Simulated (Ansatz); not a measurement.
# H₉NSi₂Sn: basis-set convergence

How large a basis does H₉NSi₂Sn need? Two functionals are run in growing sets.

Computed with Ansatz 0.2.0, Gaussian basis. Level: one geometry, several basis sets.

Plan: PBE0-D4/def2-SVP; ωB97M-V/def2-SVP; PBE0-D4/def2-QZVPP; ωB97M-V/def2-QZVPP; the functionals' def2-TZVPP values are taken from earlier runs.

## Step 1: The geometry

All runs share one geometry, relaxed beforehand with PBE0-D4 in a triple-zeta def2 set. Sn takes the def2 core potential; no spin-orbit term is included.

SMILES `[SiH3][N]([SiH3])[SnH3]`, 13 atoms, charge 0, spin multiplicity 1.

Atoms are counted from 1 here; the program's logs count them from 0.

Bond lengths: Si1–N2 1.727 Å, Si1–H5 1.489 Å, Si1–H6 1.492 Å, Si1–H7 1.487 Å, N2–Si3 1.727 Å, N2–Sn4 2.050 Å, Si3–H8 1.492 Å, Si3–H9 1.489 Å, Si3–H10 1.487 Å, Sn4–H11 1.702 Å, Sn4–H12 1.707 Å, Sn4–H13 1.702 Å. Angles: N2–Si1–H5 109.2°, N2–Si1–H6 113.0°, N2–Si1–H7 109.6°, H5–Si1–H6 107.2°, H5–Si1–H7 109.9°, H6–Si1–H7 107.8°, Si1–N2–Si3 121.5°, Si1–N2–Sn4 118.9°, Si3–N2–Sn4 118.9°, N2–Si3–H8 113.0°, N2–Si3–H9 109.2°, N2–Si3–H10 109.7°, H8–Si3–H9 107.2°, H8–Si3–H10 107.8°, H9–Si3–H10 109.9°, N2–Sn4–H11 106.0°, N2–Sn4–H12 108.8°, N2–Sn4–H13 106.0° and more.

## Step 2: PBE0-D4 in def2-SVP

in.yaml

```yaml
crystal:
  periodic: [false, false, false]
  atoms:
    - {symbol: Si, position_ang: [-0.891994, 1.217087, -0.942865]}
    - {symbol: N, position_ang: [0.077266, 0.111541, -0.037660]}
    - {symbol: Si, position_ang: [1.090608, 0.646823, 1.253740]}
    - {symbol: Sn, position_ang: [-0.184052, -1.901576, -0.324201]}
    - {symbol: H, position_ang: [-1.131683, 0.660001, -2.302598]}
    - {symbol: H, position_ang: [-2.227664, 1.462563, -0.325778]}
    - {symbol: H, position_ang: [-0.191449, 2.524826, -1.048646]}
    - {symbol: H, position_ang: [0.377202, 0.725658, 2.561373]}
    - {symbol: H, position_ang: [2.215521, -0.313607, 1.423707]}
    - {symbol: H, position_ang: [1.623911, 2.000132, 0.943514]}
    - {symbol: H, position_ang: [-0.581082, -2.093887, -1.968020]}
    - {symbol: H, position_ang: [-1.450463, -2.442564, 0.684964]}
    - {symbol: H, position_ang: [1.294480, -2.631598, 0.097270]}
basis:
  gaussian: {orbitals: def2-SVP}
hamiltonian: {xc: pbe0, dispersion: d4}
output: {orbitals: {seedname: orbitals}}
```

Command:

```
$ ansatz run in.yaml --threads 4 --pin off --events-out ev --progress --plain --max-ram 10444MiB
```

Further steps of the session: ωB97M-V in def2-SVP; PBE0-D4 in def2-QZVPP; ωB97M-V in def2-QZVPP.

Before running them: what should the planned runs give, taken together? Wanted: PBE0-D4: double and triple zeta above quadruple; ωB97M-V: double and triple zeta above quadruple.

As calculated:

```
                                       quantity          value
PBE0-D4: double and triple zeta above quadruple  8.54, 0.72 eV
ωB97M-V: double and triple zeta above quadruple  8.67, 0.67 eV
```

**Reading.** For PBE0-D4 the step from double to triple zeta gains 7.82 eV and the next only 0.72 eV. Total energies overstate the basis error of differences, where much of it tends to cancel. The LUMO of ωB97M-V is positive and keeps falling with the basis (1.35 to 0.68 eV): an unbound level that the basis holds in place.
